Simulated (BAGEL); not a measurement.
# C2H5GeN (SMILES C1=[N][GeH2][CH2]1): HF/STO-3G (density fitting with cc-pvqz-jkfit)

What is the energy change on altering one bond length of C2H5GeN at HF/STO-3G (density fitting with cc-pvqz-jkfit)? 

The calculation is run with BAGEL 1.2.2.

8 further runs of the same task are left out: 6 that didn't finish, 2 set aside as unsound or not needed.

### 1 The structure to begin with

C2H5GeN: 9 atoms, total charge 0, spin state singlet. As SMILES, `C1=[N][GeH2][CH2]1`. The coordinates come from a PBE0-D4/def2-TZVP relaxation.

Bond lengths: C1–N2 1.278 Å, N2–Ge3 1.910 Å, C1–C4 1.512 Å, Ge3–C4 1.983 Å, C1–H5 1.098 Å, Ge3–H6 1.538 Å, Ge3–H7 1.538 Å, C4–H8 1.092 Å, C4–H9 1.092 Å. Some angles: C1–N2–Ge3 89.9°, N2–C1–C4 114.8°, N2–Ge3–C4 74.4°, C1–C4–Ge3 80.9°, N2–C1–H5 121.7°, C4–C1–H5 123.5°, N2–Ge3–H6 115.0°, N2–Ge3–H7 115.0°, C4–Ge3–H6 118.6°, C4–Ge3–H7 118.6°.

### 2 The energy at HF/STO-3G (density fitting with cc-pvqz-jkfit)

The input, input.json:

```json
{ "bagel" : [

{
  "title" : "molecule",
  "basis" : "sto-3g",
  "df_basis" : "cc-pvqz-jkfit",
  "angstrom" : true,
  "geometry" : [
    { "atom" : "C", "xyz" : [      -0.186800,      -0.549700,      -1.075100 ] },
    { "atom" : "N", "xyz" : [       1.035900,      -0.182500,      -1.141500 ] },
    { "atom" : "Ge", "xyz" : [       0.903900,       0.560600,       0.613000 ] },
    { "atom" : "C", "xyz" : [      -0.885400,      -0.197100,       0.218500 ] },
    { "atom" : "H", "xyz" : [      -0.675600,      -1.079500,      -1.903400 ] },
    { "atom" : "H", "xyz" : [       1.056500,       2.089100,       0.684100 ] },
    { "atom" : "H", "xyz" : [       1.776000,      -0.127000,       1.676700 ] },
    { "atom" : "H", "xyz" : [      -1.720500,       0.497400,       0.107000 ] },
    { "atom" : "H", "xyz" : [      -1.215600,      -1.057700,       0.803700 ] }
  ]
},

{
  "title" : "hf"
},

{
  "title" : "print",
  "file" : "orbitals.molden",
  "orbitals" : true
}

]}
```

Launch:

```sh
$ BAGEL_NUM_THREADS=1 BAGEL input.json > input.out
```

The program printed:

```text
* using 1 threads per process

  ===============================================================
  ===============================================================

  *** Geometry ***

  { "atom" : "C", "xyz" : [     -0.353001,     -1.038782,     -2.031645 ] },
  { "atom" : "N", "xyz" : [      1.957567,     -0.344875,     -2.157122 ] },
  { "atom" : "Ge", "xyz" : [      1.708123,      1.059380,      1.158402 ] },
  { "atom" : "C", "xyz" : [     -1.673164,     -0.372465,      0.412905 ] },
  { "atom" : "H", "xyz" : [     -1.276699,     -2.039959,     -3.596905 ] },
  { "atom" : "H", "xyz" : [      1.996496,      3.947827,      1.292762 ] },
  { "atom" : "H", "xyz" : [      3.356154,     -0.239995,      3.168504 ] },
  { "atom" : "H", "xyz" : [     -3.251274,      0.939950,      0.202201 ] },
  { "atom" : "H", "xyz" : [     -2.297151,     -1.998763,      1.518773 ] },

  Number of auxiliary basis functions:      791

  Since a DF basis is specified, we compute 2- and 3-index integrals:
    o Being stored without compression. Storage requirement is 0.009 GB

  Number of basis functions:       38
  Number of electrons      :       56

    * METHOD: MOLECULE                             0.82

  *** RHF ***

  === Nuclear Repulsion ===
   262.0286658372

      * DIIS with orbital gradients will be used.

  === RHF iteration (sto-3g) ===
      0      -2183.07811112          0.01445845           0.08
      1      -2183.13742874          0.00985351           0.07
      2      -2183.17147928          0.00110980           0.07
      3      -2183.17269163          0.00030448           0.07
      4      -2183.17279596          0.00012913           0.07
      5      -2183.17281724          0.00003043           0.07
      6      -2183.17281826          0.00000998           0.07
      7      -2183.17281838          0.00000322           0.07
      8      -2183.17281839          0.00000095           0.07
      9      -2183.17281839          0.00000029           0.07
     10      -2183.17281839          0.00000010           0.07
     11      -2183.17281839          0.00000004           0.07
     12      -2183.17281839          0.00000001           0.07
     13      -2183.17281839          0.00000001           0.07
    * SCF iteration converged.

    * Permanent dipole moment:
           (    0.345178,    -0.258861,    -0.827910) a.u.

    * METHOD: HF                                   1.22

    * METHOD: PRINT                                0.00

  ===============================================================
```

Run time: 2.3 s. Hardware: 1 thread of Intel Xeon Platinum 8259CL at 2.50GHz (Skylake/Cascade Lake), shared host; peak memory 0.1 GiB.

### 3 The distorted shape

The input, calc.json:

```json
{ "bagel": [

{
  "title": "molecule",
  "basis": "sto-3g",
  "df_basis": "cc-pvqz-jkfit",
  "angstrom": true,
  "geometry": [
    { "atom": "C", "xyz": [    0.057617,   -0.284782,   -0.660921 ] },
    { "atom": "N", "xyz": [    1.280317,    0.082418,   -0.727321 ] },
    { "atom": "Ge", "xyz": [    1.148317,    0.825518,    1.027179 ] },
    { "atom": "C", "xyz": [   -0.640983,    0.067818,    0.632679 ] },
    { "atom": "H", "xyz": [   -0.675600,   -1.079500,   -1.903400 ] },
    { "atom": "H", "xyz": [    1.300917,    2.354018,    1.098279 ] },
    { "atom": "H", "xyz": [    2.020417,    0.137918,    2.090879 ] },
    { "atom": "H", "xyz": [   -1.476083,    0.762318,    0.521179 ] },
    { "atom": "H", "xyz": [   -0.971183,   -0.792782,    1.217879 ] }
  ]
},
{ "title": "hf" },
{ "title": "print", "file": "orbitals.molden", "orbitals": true }

]}
```

Launch:

```sh
$ BAGEL_NUM_THREADS=1 BAGEL calc.json > calc.out
```

The program printed:

```text
* using 1 threads per process

  ===============================================================
  ===============================================================

  *** Geometry ***

  { "atom" : "C", "xyz" : [      0.108880,     -0.538160,     -1.248960 ] },
  { "atom" : "N", "xyz" : [      2.419448,      0.155747,     -1.374437 ] },
  { "atom" : "Ge", "xyz" : [      2.170005,      1.560003,      1.941087 ] },
  { "atom" : "C", "xyz" : [     -1.211282,      0.128157,      1.195590 ] },
  { "atom" : "H", "xyz" : [     -1.276699,     -2.039959,     -3.596905 ] },
  { "atom" : "H", "xyz" : [      2.458377,      4.448449,      2.075447 ] },
  { "atom" : "H", "xyz" : [      3.818035,      0.260627,      3.951189 ] },
  { "atom" : "H", "xyz" : [     -2.789393,      1.440572,      0.984886 ] },
  { "atom" : "H", "xyz" : [     -1.835270,     -1.498141,      2.301458 ] },

  Number of auxiliary basis functions:      791

  Since a DF basis is specified, we compute 2- and 3-index integrals:
    o Being stored without compression. Storage requirement is 0.009 GB

  Number of basis functions:       38
  Number of electrons      :       56

    * METHOD: MOLECULE                             0.81

  *** RHF ***

  === Nuclear Repulsion ===
   259.7251951621

      * DIIS with orbital gradients will be used.

  === RHF iteration (sto-3g) ===
      0      -2182.94617599          0.01544083           0.09
      1      -2183.01069775          0.01139699           0.08
      2      -2183.05290674          0.00133504           0.08
      3      -2183.05453658          0.00037149           0.07
      4      -2183.05468893          0.00015089           0.08
      5      -2183.05471840          0.00004297           0.08
      6      -2183.05472051          0.00001175           0.08
      7      -2183.05472067          0.00000279           0.08
      8      -2183.05472068          0.00000104           0.08
      9      -2183.05472068          0.00000043           0.07
     10      -2183.05472068          0.00000008           0.07
     11      -2183.05472068          0.00000003           0.07
     12      -2183.05472068          0.00000002           0.07
     13      -2183.05472068          0.00000001           0.09
    * SCF iteration converged.

    * Permanent dipole moment:
           (    0.288146,    -0.371410,    -1.037812) a.u.

    * METHOD: HF                                   1.29

    * METHOD: PRINT                                0.00

  ===============================================================
```

It took 2.3 s on 1 thread of Intel Xeon Platinum 8259CL at 2.50GHz (Skylake/Cascade Lake), shared host; peak memory 0.1 GiB.

### 4 What came out

Level: HF/STO-3G (density fitting with cc-pvqz-jkfit).

```
                                                         quantity           value
                                        first shape: total energy  -2183.17282 Eh
                                       first shape: dipole moment          2.37 D
                                         first shape: HOMO energy        -7.86 eV
                                         first shape: LUMO energy         8.57 eV
                                       first shape: HOMO–LUMO gap        16.43 eV
                                    distorted shape: total energy  -2183.05472 Eh
                                   distorted shape: dipole moment          2.90 D
                                     distorted shape: HOMO energy        -7.27 eV
                                     distorted shape: LUMO energy         8.59 eV
                                   distorted shape: HOMO–LUMO gap        15.87 eV
energy change with the C1–H5 bond stretched from 1.098 to 1.647 Å        3.214 eV
```

With the C1–H5 bond stretched from 1.098 to 1.647 Å the energy rises by 3.21 eV (74 kcal/mol). The first shape isn't relaxed at this level, so the change isn't measured from a minimum. The minimal basis adds a large error of its own.
